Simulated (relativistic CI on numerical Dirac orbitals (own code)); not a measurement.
# Ni⁴⁺: 2p photoemission with charge transfer

Wanted: the shape of the 2p photoemission spectrum of Ni⁴⁺ in a cubic metal-ligand cluster, for 3 values of Delta.

Program: relativistic CI on numerical Dirac orbitals (own code) version 3. Level of theory: charge-transfer multiplet model of a cubic metal-ligand cluster with up to 2 ligand holes, Slater and spin-orbit integrals from Dirac-Coulomb-Breit ions, Slater integrals scaled by 0.7. These are calculated values, not measurements, unless marked.

## (1) What is computed

| Property | Result |
| --- | --- |
| ion | Ni⁴⁺ (Ni V) |
| nuclear charge | 28 |
| electrons | 24 |
| d electrons | 6 |
| ligand holes at most | 2 |
| parameters | in eV; Veg, Vt2g hoppings, tenDq and tenDqL metal and ligand splittings (negative tenDq: tetrahedral), red the scaling of hopping with a core hole |
| temperature | 300 K |
| widths | Lorentz 0.6 eV, Gauss 0.8 eV |

## (2) Delta = -0.9 eV

Settings of the run:

```ini
cluster ion=Ni4+ d6 ligand_holes=2 slater_scale=0.7
Delta=-0.9 Udd=6.8 Upd=8.7 tenDq=1.35 tenDqL=1.5 Veg=1.95 Vt2g=-1 red=1
spectrum xps 2p T=300 lorentz=0.6 gauss=0.8
```

The run is started by

```sh
python run_levels.py task.json out
```

The settings of every run stand in task.json; they run in order.

The program writes no log. Results of the run, from its result record (rounded, main fields) (excerpt; [...] marks lines left out):

```text
{
  "status": "converged",
  "curve, one point in 9 above 2 % of the maximum [energy, intensity] [eV from the first main peak; 1/eV]": [
    [-2.9, 0.004063],
    [-2, 0.008263],
    [-1.1, 0.02917],
    [-0.2, 0.1764],
    [0.7, 0.09287],
    [1.6, 0.04041],
    [2.5, 0.0351],
    [3.4, 0.03985],
    [4.3, 0.0325],
    [5.2, 0.03055],
    [6.1, 0.01623],
    [7, 0.01314],
    [7.9, 0.01827],
    [8.8, 0.02641],
    [9.7, 0.02452],
    [10.6, 0.03352],
    [11.5, 0.02725],
    [12.4, 0.01682],
    [13.3, 0.01309],
    [14.2, 0.008379],
    [15.1, 0.005818],
    [16, 0.006683],
    [16.9, 0.01932],
    [17.8, 0.08896],
    [18.7, 0.05908],
    [19.6, 0.04735],
    [20.5, 0.02185],
    [21.4, 0.01393],
    "... 12 more rows left out ..."
  ],
  "weights": [0.259928, 0.610927, 0.129145],
  "n_d": 6.86922,
  "n_eg": 0.97523,
  "ground_S": 0.0963733,
  "ground_energy [eV]": -8.87997,
  "cluster_levels [E_eV, degeneracy, S, weight_dn]": [
    [0, 1, 0.09637, 0.2599],
    [0.6933, 2, 1.025, 0.2573],
    [0.7093, 3, 1.022, 0.2596],
    [0.7611, 3, 1.05, 0.2618],
    [0.8294, 1, 1.04, 0.2661],
    [0.9865, 3, 1.061, 0.2295],
    [1.004, 2, 1.046, 0.2262],
    [1.057, 3, 1.199, 0.2509],
    [1.102, 1, 0.9989, 0.2126],
    [1.169, 3, 1.867, 0.3963],
    [1.218, 3, 1.954, 0.4203],
    [1.22, 2, 1.954, 0.4205],
    [1.291, 3, 1.985, 0.4317],
    [1.296, 3, 1.971, 0.4284],
    [1.303, 1, 1.952, 0.4241],
    [1.821, 3, 0.07188, 0.2699],
    [2.44, 2, 1.011, 0.2476],
    [2.441, 1, 1.018, 0.2459],
    [2.443, 3, 0.9899, 0.2442],
    [2.451, 3, 1.005, 0.2457],
    [2.617, 3, 1.005, 0.238],
    [2.623, 1, 1.008, 0.237],
    "... 2 more rows left out ..."
  ],
  "atomic [eV]": {"ground": {"F2dd": 9.93446, "F4dd": 6.23361, "zeta_d": 0.098522}, "final": {"F2dd": 11.0669, "F4dd": 6.97543, "zeta_d": 0.13553, "zeta_core": 11.396, "F2cd": 6.76347, "G1cd": 5.29938, "G3cd": 3.01799}}
}
```

It took 2.8 s on 1 thread of Neoverse-V1, shared host; peak memory 0.22 GiB.

## (3) Delta = -1.9 eV

Settings of the run:

```ini
cluster ion=Ni4+ d6 ligand_holes=2 slater_scale=0.7
Delta=-1.9 Udd=6.8 Upd=8.7 tenDq=1.35 tenDqL=1.5 Veg=1.95 Vt2g=-1 red=1
spectrum xps 2p T=300 lorentz=0.6 gauss=0.8
```

Results of the run:

```text
{
  "status": "converged",
  "curve, one point in 14 above 2 % of the maximum [energy, intensity] [eV from the first main peak; 1/eV]": [
    [-3, 0.004013],
    [-1.6, 0.01433],
    [-0.2, 0.187],
    [1.2, 0.04954],
    [2.6, 0.0383],
    [4, 0.03548],
    [5.4, 0.02565],
    [6.8, 0.01139],
    [8.2, 0.01802],
    [9.6, 0.02398],
    [11, 0.03294],
    [12.4, 0.02013],
    [13.8, 0.0121],
    [15.2, 0.006977],
    [16.6, 0.01225],
    [18, 0.08916],
    [19.4, 0.0517],
    [20.8, 0.01874],
    [22.2, 0.0167],
    [23.6, 0.00743],
    [25, 0.004756],
    [26.6, 0.008568],
    [28, 0.02376],
    [29.4, 0.01697],
    [30.8, 0.004398]
  ],
  "weights": [0.200712, 0.631132, 0.168156],
  "n_d": 6.96744,
  "n_eg": 1.06331,
  "ground_S": 0.084779,
  "ground_energy [eV]": -9.79866,
  "cluster_levels [E_eV, degeneracy, S, weight_dn]": [
    [0, 1, 0.08478, 0.2007],
    [0.729, 2, 1.011, 0.1928],
    [0.7474, 3, 1.01, 0.1952],
    [0.7997, 3, 1.022, 0.1944],
    [0.8694, 1, 1.002, 0.197],
    [0.9894, 3, 1.011, 0.1658],
    [1.004, 2, 1.007, 0.1648],
    [1.063, 3, 1.018, 0.1633],
    [1.093, 1, 0.9988, 0.1589],
    [1.393, 3, 1.986, 0.3289],
    [1.448, 3, 1.988, 0.3297],
    [1.449, 2, 1.986, 0.3298],
    [1.527, 3, 1.992, 0.333],
    [1.53, 3, 1.986, 0.3323],
    [1.534, 1, 1.978, 0.3314],
    [1.846, 3, 0.06538, 0.2053],
    [2.482, 3, 0.9721, 0.1797],
    [2.483, 1, 1.008, 0.1808],
    [2.484, 2, 1.007, 0.1825],
    [2.493, 3, 0.9998, 0.1808],
    [2.65, 3, 1.023, 0.172],
    [2.654, 1, 1.035, 0.1702],
    "... 2 more rows left out ..."
  ],
  "atomic [eV]": {"ground": {"F2dd": 9.93446, "F4dd": 6.23361, "zeta_d": 0.098522}, "final": {"F2dd": 11.0669, "F4dd": 6.97543, "zeta_d": 0.13553, "zeta_core": 11.396, "F2cd": 6.76347, "G1cd": 5.29938, "G3cd": 3.01799}}
}
```

It took 2.8 s on 1 thread of Neoverse-V1, shared host; peak memory 0.23 GiB.

## (4) Delta = 0.1 eV

Settings of the run:

```ini
cluster ion=Ni4+ d6 ligand_holes=2 slater_scale=0.7
Delta=0.1 Udd=6.8 Upd=8.7 tenDq=1.35 tenDqL=1.5 Veg=1.95 Vt2g=-1 red=1
spectrum xps 2p T=300 lorentz=0.6 gauss=0.8
```

Results of the run:

```text
{
  "status": "converged",
  "curve, one point in 14 above 2 % of the maximum [energy, intensity] [eV from the first main peak; 1/eV]": [
    [-3, 0.004033],
    [-1.6, 0.01473],
    [-0.2, 0.1916],
    [1.2, 0.03833],
    [2.6, 0.03374],
    [4, 0.03203],
    [5.4, 0.02723],
    [6.8, 0.01508],
    [8.2, 0.02463],
    [9.6, 0.02686],
    [11, 0.02901],
    [12.4, 0.01557],
    [13.8, 0.008614],
    [15.2, 0.006529],
    [16.6, 0.02334],
    [18, 0.08903],
    [19.4, 0.04923],
    [20.8, 0.0169],
    [22.2, 0.01279],
    [23.6, 0.006862],
    [25, 0.005498],
    [26.4, 0.01207],
    [27.8, 0.02516],
    [29.2, 0.009769],
    [34.4, 0.005452],
    [35.8, 0.00639]
  ],
  "weights": [0.329845, 0.57336, 0.0967953],
  "n_d": 6.76695,
  "n_eg": 0.884152,
  "ground_S": 0.110025,
  "ground_energy [eV]": -8.06159,
  "cluster_levels [E_eV, degeneracy, S, weight_dn]": [
    [0, 1, 0.11, 0.3298],
    [0.6561, 2, 1.084, 0.3448],
    [0.6705, 3, 1.071, 0.345],
    [0.7143, 3, 1.161, 0.3594],
    [0.7754, 1, 1.204, 0.3733],
    [0.8823, 3, 1.959, 0.5254],
    [0.9175, 3, 1.781, 0.4764],
    [0.9364, 2, 1.786, 0.4789],
    [1.035, 3, 1.954, 0.5246],
    [1.039, 3, 1.586, 0.4163],
    [1.052, 2, 1.233, 0.3291],
    [1.056, 3, 1.657, 0.4393],
    [1.068, 1, 1.838, 0.4943],
    [1.105, 3, 1.063, 0.2952],
    [1.124, 1, 0.9991, 0.2825],
    [1.791, 3, 0.0798, 0.3464],
    [2.398, 2, 1.031, 0.3341],
    [2.399, 1, 1.054, 0.3351],
    [2.406, 3, 1.008, 0.3287],
    [2.411, 3, 1.034, 0.3336],
    [2.587, 3, 1, 0.321],
    [2.594, 3, 0.9952, 0.3227],
    "... 2 more rows left out ..."
  ],
  "atomic [eV]": {"ground": {"F2dd": 9.93446, "F4dd": 6.23361, "zeta_d": 0.098522}, "final": {"F2dd": 11.0669, "F4dd": 6.97543, "zeta_d": 0.13553, "zeta_core": 11.396, "F2cd": 6.76347, "G1cd": 5.29938, "G3cd": 3.01799}}
}
```

Run time: 2.8 s. Hardware: 1 thread of Neoverse-V1, shared host; peak memory 0.23 GiB.

## (5) The spectra side by side

| run | d count | weight without ligand hole | ground S | up to four highest peaks (% of the highest), eV from the first main peak |
| --- | --- | --- | --- | --- |
| Delta = -0.9 eV | 6.87 | 0.26 | 0.10 | 0.0 (100), 3.3 (20), 10.7 (17), 18.0 (48) |
| Delta = -1.9 eV | 6.97 | 0.20 | 0.08 | 0.0 (100), 3.1 (21), 17.9 (46), 19.3 (26) |
| Delta = 0.1 eV | 6.77 | 0.33 | 0.11 | 0.0 (100), 3.3 (20), 17.8 (46), 19.2 (26) |

## (6) Outcome

| quantity | value |
| --- | --- |
| d count | 6.77 to 6.97 |
| ground spin (effective S from ⟨S²⟩) | 0.08 to 0.11 |

**Reading.** From Delta = -1.9 eV to Delta = 0.1 eV the ground-state d count goes from 6.97 to 6.77. In the first run the ligand-hole configurations outweigh d6 itself: the bond is strongly covalent. The space is cut at the given number of ligand holes while the last configuration still holds over a tenth of the ground state. The cluster parameters are drawn, not fitted to a compound.
